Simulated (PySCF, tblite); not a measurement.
**BGeH7Si, a small molecule taken as a stand-in for a surface group (Ge site with back bonds [H], [H], [BH][SiH3]): NMR shifts, core binding energies and electronic excitations**

Aim: the NMR shifts, core binding energies and electronic excitations of `[SiH3][BH][GeH3]`.

Programs: tblite 0.8.0 and PySCF 2.14.0. All values are calculated, for the isolated system unless a continuum is named. Atoms count from 0, parts from 1.

## 1. Starting point

10 atoms, charge 0, multiplicity 1; geometry: distance geometry start.

## 2. Relaxing the cluster with GFN2-xTB

Job settings and geometry (Å):

```
{"job": {"kind": "relax", "xc": "GFN2-xTB", "basis": "xTB"}, "charge": 0, "multiplicity": 1}
Ge    -0.524513     1.080276     1.628756
B      0.683377     1.015672    -0.007947
Si    -0.177385     0.321403    -1.635060
H      0.284114     0.763345     2.861151
H     -1.143833     2.436787     1.797335
H     -1.635735     0.055883     1.495396
H      1.747364     0.713826     0.162638
H     -1.048498    -0.737447    -1.309374
H      0.813295    -0.126875    -2.513882
H     -0.904247     1.370213    -2.267670
```

Method: GFN2-xTB geometry optimisation, gas phase.

On the command line:

```sh
$ OMP_NUM_THREADS=1 python cluster_run.py task.json out
```

This one command runs all jobs of the session in turn.

Standard output:

```text
step      E/eV     max force
  0    -228.27837    1.980
  1    -228.44726    1.049
  2    -228.52395    0.951
  3    -228.56966    0.802
  4    -228.60989    0.607
  5    -228.64023    0.449
  6    -228.66183    0.346
  7    -228.67584    0.275
  8    -228.68472    0.285
  9    -228.69346    0.269
 10    -228.70141    0.339
 11    -228.70913    0.295
 12    -228.71606    0.268
 13    -228.72039    0.166
 14    -228.72253    0.151
 15    -228.72413    0.154
 16    -228.72682    0.158
 17    -228.73131    0.231
 18    -228.73712    0.239
 19    -228.74169    0.193
 20    -228.74413    0.106
 21    -228.74531    0.098
 22    -228.74651    0.099
 23    -228.74846    0.145
 24    -228.75075    0.162
 25    -228.75244    0.113
 26    -228.75323    0.062
 27    -228.75358    0.050
 28    -228.75387    0.062
 29    -228.75424    0.068
 30    -228.75453    0.045
 31    -228.75465    0.026
 32    -228.75470    0.017
 33    -228.75473    0.028
 34    -228.75480    0.036
 35    -228.75490    0.036
 36    -228.75500    0.023
 37    -228.75508    0.024
 38    -228.75515    0.023
 39    -228.75525    0.033
 40    -228.75541    0.046
 41    -228.75558    0.041
 42    -228.75572    0.030
 43    -228.75580    0.024
 44    -228.75588    0.027
 45    -228.75601    0.041
 46    -228.75616    0.038
 47    -228.75625    0.018
 48    -228.75629    0.016
 49    -228.75631    0.015
 50    -228.75636    0.024
 51    -228.75642    0.027
 52    -228.75647    0.019
 53    -228.75650    0.012
 54    -228.75651    0.012
 55    -228.75652    0.013
 56    -228.75656    0.021
 57    -228.75662    0.030
 58    -228.75670    0.031
 59    -228.75676    0.017
 60    -228.75679    0.013
 61    -228.75681    0.013
 62    -228.75684    0.022
 63    -228.75692    0.039
 64    -228.75709    0.059
 65    -228.75740    0.071
 66    -228.75778    0.067
 67    -228.75813    0.047
 68    -228.75840    0.046
 69    -228.75864    0.066
 70    -228.75919    0.097
 71    -228.75988    0.115
 72    -228.76172    0.108
 73    -228.76155    0.160
 74    -228.76289    0.067
 75    -228.76262    0.161
 76    -228.76340    0.030
 77    -228.76348    0.027
 78    -228.76357    0.022
 79    -228.76365    0.020
 80    -228.76371    0.025
 81    -228.76378    0.024
 82    -228.76383    0.017
 83    -228.76386    0.012
 84    -228.76388    0.014
 85    -228.76390    0.014
 86    -228.76392    0.012
 87    -228.76394    0.013
 88    -228.76395    0.010
 89    -228.76396    0.010
 90    -228.76397    0.010
 91    -228.76398    0.011
 92    -228.76399    0.008
```

Wall time 0.62 s (1 thread of Arm Neoverse V2, shared host).

Along the way:

```tsv
step	energy from step 0 (eV)	largest force (eV/Å)
0	0.0000	1.9806
3	-0.2913	0.8016
6	-0.3835	0.3455
9	-0.4151	0.2683
12	-0.4377	0.2680
15	-0.4458	0.1535
18	-0.4588	0.2389
21	-0.4669	0.0977
24	-0.4724	0.1620
27	-0.4752	0.0499
30	-0.4762	0.0451
33	-0.4764	0.0277
36	-0.4766	0.0224
39	-0.4769	0.0336
42	-0.4774	0.0294
45	-0.4776	0.0409
48	-0.4779	0.0162
51	-0.4780	0.0274
54	-0.4781	0.0120
57	-0.4783	0.0303
60	-0.4784	0.0137
63	-0.4786	0.0388
66	-0.4794	0.0662
69	-0.4803	0.0660
72	-0.4834	0.1082
75	-0.4843	0.1613
78	-0.4852	0.0224
81	-0.4854	0.0240
84	-0.4855	0.0134
87	-0.4856	0.0132
90	-0.4856	0.0098
92	-0.4856	0.0078
```

Distances of close pairs at the start and the end, largest changes first:

```tsv
bond	before (Å)	after (Å)	change (Å)
Si2–H8	1.398	1.472	+0.074
Si2–H7	1.409	1.472	+0.063
B1–H6	1.119	1.173	+0.054
Si2–H9	1.424	1.474	+0.050
Ge0–B1	2.035	2.002	-0.034
Ge0–H5	1.517	1.498	-0.019
B1–Si2	1.967	1.959	-0.008
Ge0–H3	1.508	1.501	-0.007
```

## 3. Geometry optimisation at PBE0-D3(BJ)/def2-SVP

Job settings and geometry (Å):

```
{"job": {"xc": "PBE0", "basis": "def2-SVP", "d3": "d3bj", "grid": 2, "kind": "geom", "shake": 0.01}, "charge": 0, "multiplicity": 1}
Ge    -0.292553     0.308548     1.675238
B      0.702681     0.348156    -0.052499
Si     0.050128    -0.486570    -1.711650
H      0.420183    -0.382661     2.783580
H     -0.560463     1.678358     2.266242
H     -1.677684    -0.286929     1.667762
H      1.746063     0.914457    -0.051136
H     -0.979037    -1.478581    -1.526774
H      1.123475    -1.168024    -2.444668
H     -0.491242     0.527663    -2.604622
```

Standard output:

```text
step   0  E = -2394.69092001  max force = 0.016761
step   1  E = -2394.69881729  max force = 0.004091
step   2  E = -2394.69904440  max force = 0.000659
step   3  E = -2394.69906199  max force = 0.000312
step   4  E = -2394.69907550  max force = 0.000394
optimisation converged
```

Wall time 22 s (1 thread of Arm Neoverse V2, shared host); peak memory 0.52 GiB.

Relaxation path:

```tsv
step	energy from step 0 (eV)	largest force component (eV/Å)
0	0.0000	0.8619
1	-0.2149	0.2104
2	-0.2211	0.0339
3	-0.2216	0.0160
4	-0.2219	0.0203
```

Close pairs (by a distance rule), those that changed most:

```tsv
bond	before (Å)	after (Å)	change (Å)
Ge0–B1	1.994	2.059	+0.065
Ge0–H3	1.488	1.545	+0.057
Si2–H7	1.441	1.496	+0.055
Si2–H9	1.456	1.504	+0.048
B1–Si2	1.969	2.011	+0.042
Ge0–H5	1.508	1.541	+0.033
Si2–H8	1.468	1.498	+0.030
Ge0–H4	1.516	1.543	+0.028
```

The end geometry stands in the next job.

```tsv
at the end point	value
point group (found at 0.08 Å tolerance)	C1
rotational constants (GHz, main isotopes)	20.651, 1.607, 1.546
dipole moment (D)	0.40
```

## 4. Shielding tensors: PBE0/pcSseg-2

Job settings and geometry (Å):

```
{"job": {"kind": "nmr", "xc": "PBE0", "basis": "pcSseg-2"}, "charge": 0, "multiplicity": 1}
Ge    -0.357481     0.344213     1.734812
B      0.693614     0.326327    -0.035658
Si     0.073279    -0.543529    -1.739052
H      0.466641    -0.422894     2.793341
H     -0.530416     1.786559     2.255946
H     -1.748280    -0.313597     1.655818
H      1.747015     0.922293    -0.046745
H     -1.014460    -1.553871    -1.551645
H      1.186843    -1.178690    -2.513200
H     -0.482849     0.574766    -2.576196
```

Method: GIAO PBE0/pcSseg-2 NMR shielding, non-relativistic, gas phase.

Standard output:

```text
coarse grid: 36312 points
cycle   1  E = -2395.0902111662  dE = -9.238e-01  |g| = 9.881e-01  |ddm| = 2.118e+00
cycle   2  E = -2395.0702222767  dE =  1.999e-02  |g| = 1.076e+00  |ddm| = 4.127e-01
cycle   3  E = -2395.1292015671  dE = -5.898e-02  |g| = 1.014e-01  |ddm| = 2.592e-01
cycle   4  E = -2395.1298856572  dE = -6.841e-04  |g| = 9.447e-03  |ddm| = 3.601e-02
cycle   5  E = -2395.1298997850  dE = -1.413e-05  |g| = 1.575e-03  |ddm| = 8.409e-03
cycle   6  E = -2395.1299005248  dE = -7.399e-07  |g| = 4.637e-04  |ddm| = 2.236e-03
final grid: 73776 points
cycle   7  E = -2395.1299267274  dE = -2.040e-08  |g| = 4.417e-04  |ddm| = 1.186e-03
cycle   8  E = -2395.1299267174  dE =  1.003e-08  |g| = 4.671e-04  |ddm| = 8.745e-04
cycle   9  E = -2395.1299267955  dE = -7.807e-08  |g| = 2.699e-05  |ddm| = 4.459e-04
cycle  10  E = -2395.1299267957  dE = -2.283e-10  |g| = 2.805e-06  |ddm| = 2.798e-05
converged SCF energy = -2395.1299267957

GIAO shielding tensors (ppm)
atom      isotropic    diamagn.    paramagn.     s11        s22        s33       span
  0 Ge    1645.256    2756.229   -1110.973   1576.883   1652.956   1705.929    129.047
  1 B      -62.087     192.954    -255.041   -231.970   -101.262    146.971    378.941
  2 Si     438.214     879.094    -440.881    403.139    446.587    464.915     61.776
  3 H       27.372      28.243      -0.871     21.240     23.018     37.857     16.618
  4 H       27.260      28.308      -1.048     21.122     22.777     37.880     16.758
  5 H       27.181      29.057      -1.876     21.498     23.024     37.020     15.522
  6 H       17.307      29.076     -11.769     -0.558     26.150     26.329     26.887
  7 H       27.114      28.964      -1.849     24.054     26.711     30.578      6.524
  8 H       27.160      28.073      -0.913     23.986     25.671     31.823      7.837
  9 H       27.304      28.169      -0.866     24.533     26.148     31.231      6.698
```

It took 25 s on 1 thread of Arm Neoverse V2, shared host; peak memory 0.98 GiB.

Shifts follow as δ = σ(reference) − σ, with reference shieldings (ppm) from runs at the same level and on the same kind of geometry: ¹H TMS 31.25, ²⁹Si TMS 341.3, ¹¹B BF3·OEt2 99.1, ⁷³Ge GeMe4 1337. The references are single molecules in the gas phase.

```tsv
atoms	environment	σ (ppm)	δ (ppm)
H6	hydrogen on a boron bonded to Ge, Si	17.31	13.94
H7	hydrogen on a silicon bonded to B	27.11	4.13
H8	hydrogen on a silicon bonded to B	27.16	4.09
H5	hydrogen on a germanium bonded to B	27.18	4.06
H4	hydrogen on a germanium bonded to B	27.26	3.98
H9	hydrogen on a silicon bonded to B	27.30	3.94
H3	hydrogen on a germanium bonded to B	27.37	3.87
Ge0	germanium bonded to B, 3 H	1645	-308
B1	boron bonded to Ge, Si, H	-62.1	161.2
Si2	silicon bonded to B, 3 H	438.2	-96.9
```

Charges from the same density, by scheme (e):

```tsv
atoms	Mulliken	IAO	Hirshfeld	ESP fit
Ge0	0.14	0.32	0.21	0.06
B1	-0.02	-0.29	0.03	0.23
Si2	0.45	0.43	0.22	0.14
```

Mayer bond orders: Ge0–B1 0.99, B1–Si2 0.97.

## 5. X-ray photoelectron lines: SCAN, X2C

Same as in step 4 but for these lines:

```diff
@@ -1,2 +1,2 @@
-{"job": {"kind": "nmr", "xc": "PBE0", "basis": "pcSseg-2"}, "charge": 0, "multiplicity": 1}
+{"job": {"kind": "xps", "holes": 5}, "charge": 0, "multiplicity": 1}
 Ge    -0.357481     0.344213     1.734812
```

Level: delta-SCF UKS SCAN, pcX-2 on the ionised atom, pcseg-1 elsewhere, spin-free X2C.

Standard output:

```text
ground state, core basis on atom 1 (B), 125 functions
  cycle   1  E = -2412.97454221  |g| = 1.60e-01
  cycle   2  E = -2412.97856202  |g| = 1.11e-01
  cycle   3  E = -2412.98201605  |g| = 3.88e-02
  cycle   4  E = -2412.98259983  |g| = 9.17e-03
  cycle   5  E = -2412.98263419  |g| = 2.19e-03
  cycle   6  E = -2412.98263495  |g| = 3.83e-04
  E(ground) = -2413.14637327 Eh
hole in B 1s of atom 1
  cycle   1  E = -2405.33545014  |g| = 1.15e+00
  cycle   2  E = -2403.15231275  |g| = 2.04e+00
  cycle   3  E = -2405.62550523  |g| = 4.23e-01
  cycle   4  E = -2405.71447055  |g| = 2.77e-01
  cycle   5  E = -2405.76955082  |g| = 7.16e-02
  cycle   6  E = -2405.77419911  |g| = 2.43e-02
  cycle   7  E = -2405.77475815  |g| = 1.16e-02
  cycle   8  E = -2405.77486812  |g| = 6.90e-03
  cycle   9  E = -2405.77493709  |g| = 3.71e-03
  cycle  10  E = -2405.77495682  |g| = 1.65e-03
  cycle  11  E = -2405.77495932  |g| = 6.08e-04
  cycle  12  E = -2405.77496140  |g| = 3.17e-04
  E(ion) = -2405.93878563 Eh   <S^2> = 0.8429   hole on atom = 1.000   binding energy = 196.128 eV
ground state, core basis on atom 2 (Si), 136 functions
  cycle   1  E = -2413.08348005  |g| = 2.87e-01
  cycle   2  E = -2413.08344656  |g| = 4.01e-02
  cycle   3  E = -2413.08330498  |g| = 3.66e-02
  cycle   4  E = -2413.08369526  |g| = 7.66e-03
  cycle   5  E = -2413.08371891  |g| = 7.01e-04
  cycle   6  E = -2413.08371808  |g| = 8.39e-05
  E(ground) = -2413.20368123 Eh
hole in Si 2p of atom 2
  cycle   1  E = -2408.82451764  |g| = 1.23e+00
  cycle   2  E = -2408.63203411  |g| = 1.09e+00
  cycle   3  E = -2409.09986111  |g| = 2.41e-01
  cycle   4  E = -2409.14491375  |g| = 9.30e-02
  cycle   5  E = -2409.15054198  |g| = 4.01e-02
  cycle   6  E = -2409.15173347  |g| = 8.06e-03
  cycle   7  E = -2409.15178120  |g| = 2.42e-03
  cycle   8  E = -2409.15178915  |g| = 3.61e-04
  E(ion) = -2409.28337289 Eh   <S^2> = 0.7524   hole on atom = 1.002   binding energy = 106.677 eV
  2p3/2 = 106.485 eV   2p1/2 = 107.108 eV
```

Wall time 9.5 s (1 thread of Arm Neoverse V2, shared host); peak memory 0.43 GiB.

The holes in one table. −ε is the ground-state orbital energy:

```tsv
hole	stands for	environment	ΔSCF (eV; 2p as the shell's mean)	−ε (eV)	⟨S²⟩
B1s on B1	B1	boron bonded to Ge, Si, H	196.13	181.2	0.843
Si2p on Si2	Si2	silicon bonded to B, 3 H	106.69	96.0	0.752
```

With the spin-orbit splitting: Si2 2p3/2 106.48, 2p1/2 107.11 eV. The table gives each 2p level as the mean over the whole 2p shell (two parts 2p3/2, one part 2p1/2), which differs a little from the single hole in the log.

## 6. Ultraviolet spectrum: CAM-B3LYP/def2-SVPD

Same as in step 5 but for these lines:

```diff
@@ -1,2 +1,2 @@
-{"job": {"kind": "xps", "holes": 5}, "charge": 0, "multiplicity": 1}
+{"job": {"kind": "uv", "xc": "CAM-B3LYP", "basis": "def2-SVPD", "nstates": 6, "ntriplets": 2, "ip": true}, "charge": 0, "multiplicity": 1}
 Ge    -0.357481     0.344213     1.734812
```

Level: TDDFT CAM-B3LYP/def2-SVPD, vertical, gas phase, core orbitals frozen in the response.

Standard output:

```text
coarse grid: 36312 points
cycle   1  E = -2395.2032483641  dE = -8.574e-01  |g| = 3.694e-01  |ddm| = 3.084e+00
cycle   2  E = -2395.2117816503  dE = -8.533e-03  |g| = 3.441e-01  |ddm| = 5.637e-01
cycle   3  E = -2395.2226247664  dE = -1.084e-02  |g| = 1.951e-02  |ddm| = 2.432e-01
cycle   4  E = -2395.2227825444  dE = -1.578e-04  |g| = 5.425e-03  |ddm| = 9.629e-02
cycle   5  E = -2395.2227945047  dE = -1.196e-05  |g| = 1.012e-03  |ddm| = 1.560e-02
cycle   6  E = -2395.2227951611  dE = -6.564e-07  |g| = 3.584e-04  |ddm| = 3.860e-03
final grid: 73776 points
cycle   7  E = -2395.2227886206  dE = -6.297e-08  |g| = 2.435e-04  |ddm| = 1.986e-03
cycle   8  E = -2395.2227886332  dE = -1.262e-08  |g| = 1.908e-04  |ddm| = 6.704e-04
cycle   9  E = -2395.2227886441  dE = -1.093e-08  |g| = 2.067e-05  |ddm| = 2.677e-04
cycle  10  E = -2395.2227886444  dE = -2.292e-10  |g| = 1.065e-05  |ddm| = 5.594e-05
converged SCF energy = -2395.2227886444

Static polarisability (au): isotropic 79.533, principal 67.371 72.861 98.366

Singlet excitations
state   eV       nm        f      main configurations
  1   3.5409    350.1   0.00009   H->L 0.97
  2   4.4943    275.9   0.00130   H-1->L 0.90
  3   6.1032    203.1   0.00319   H-3->L 0.93
  4   6.3428    195.5   0.12357   H-2->L 0.94
  5   6.5442    189.5   0.00969   H-5->L 0.89
  6   6.6654    186.0   0.02598   H-4->L 0.92

Triplet excitations (Tamm-Dancoff, eV): 2.8218 3.7818
Vertical ionisation energy (delta-SCF) = 10.0222 eV
Vertical electron affinity (delta-SCF) = 1.0936 eV
```

Run time: 46 s. Hardware: 1 thread of Arm Neoverse V2, shared host; peak memory 0.69 GiB.

Frontier orbitals and where they lie:

```tsv
orbital	eV	atoms
HOMO−3	-10.97	Ge0 23 %, Si2 20 %, H5 16 %
HOMO−2	-10.93	Ge0 38 %, H3 26 %, H4 14 %
HOMO−1	-10.20	B1 29 %, Ge0 18 %, H6 14 %
HOMO	-9.27	B1 34 %, Ge0 23 %, Si2 19 %
LUMO	-1.67	B1 52 %, Si2 15 %, Ge0 14 %
LUMO+1	0.81	Ge0 35 %, B1 24 %, Si2 15 %
LUMO+2	1.35	Ge0 26 %, Si2 20 %, B1 17 %
```

With each of the 6 states as a Gaussian band of 0.4 eV half-width at 1/e, the curve within the window shown has maxima at 194 nm (ε 6,000) L/(mol cm). Beyond the last state computed it falls off for lack of states. The curve at chosen wavelengths:

```csv
nm,ε (L/mol/cm)
178,1174
188,4798
197,5740
207,2531
217,480
227,50
236,6
246,8
256,25
265,43
275,53
285,46
295,31
304,18
314,9
324,5
334,4
343,4
353,4
363,3
372,3
382,2
392,1
402,1
411,1
421,0
```

Further results of this job:

```tsv
property	computed
dipole moment (D)	0.39
polarisability (Å³)	11.79
HOMO–LUMO gap (eV)	7.60
−ε(HOMO) (eV)	9.27
```

## 7. Results

| quantity | value |
| --- | --- |
| point group | C1 |
| rotational constants (main isotopes) | 20.65, 1.61, 1.55 GHz |
| ¹H shifts against TMS (PBE0/pcSseg-2) | 13.94, 4.13, 4.09, 4.06, 3.98, 3.94, 3.87 ppm |
| ⁷³Ge shifts against GeMe4 (PBE0/pcSseg-2) | -308 ppm |
| ¹¹B shifts against BF3·OEt2 (PBE0/pcSseg-2) | 161.2 ppm |
| ²⁹Si shifts against TMS (PBE0/pcSseg-2) | -96.9 ppm |
| B1s binding energies, SCAN/pcX-2 | B1 196.13 eV |
| Si2p binding energies, SCAN/pcX-2 | Si2 106.69 eV |
| lowest singlet (CAM-B3LYP/def2-SVPD) | 3.54 eV (350 nm), f = 0.000 |
| brightest single state of those computed | state 4, 6.34 eV, f = 0.124 |
| lowest triplet | 2.82 eV |
| vertical ionisation energy (ΔSCF) | 10.02 eV |
| vertical electron affinity (ΔSCF) | 1.09 eV |

**Reading.** The start of the PBE0/def2-SVP relaxation was shaken at random by about 0.01 Å, so part of the energy gained, and of the first lengths quoted, undoes that. Relaxing lowered the energy by 0.222 eV in 4 steps; the close pair that moved most is Ge0–B1, from 1.994 to 2.059 Å (PBE0/def2-SVP). Hydrogens of an XH3 group are listed apart at this fixed geometry; free rotation makes them one line at their mean. At PBE0/pcSseg-2: The largest span, 379 ppm, is at B1, where the paramagnetic term is -255 ppm. The first singlet state (HOMO→LUMO 0.97) lies at 3.54 eV and is dark; of the 6 states computed, the strongest absorption comes from state 4 at 6.34 eV. The lowest triplet lies 0.72 eV below the lowest singlet (triplets in Tamm-Dancoff, singlets in full TDDFT). ΔSCF puts the ionisation energy at 10.02 eV, 0.75 eV above −ε(HOMO). Spin-orbit coupling is left out, which matters for shieldings and couplings at and beside the heavy atoms.
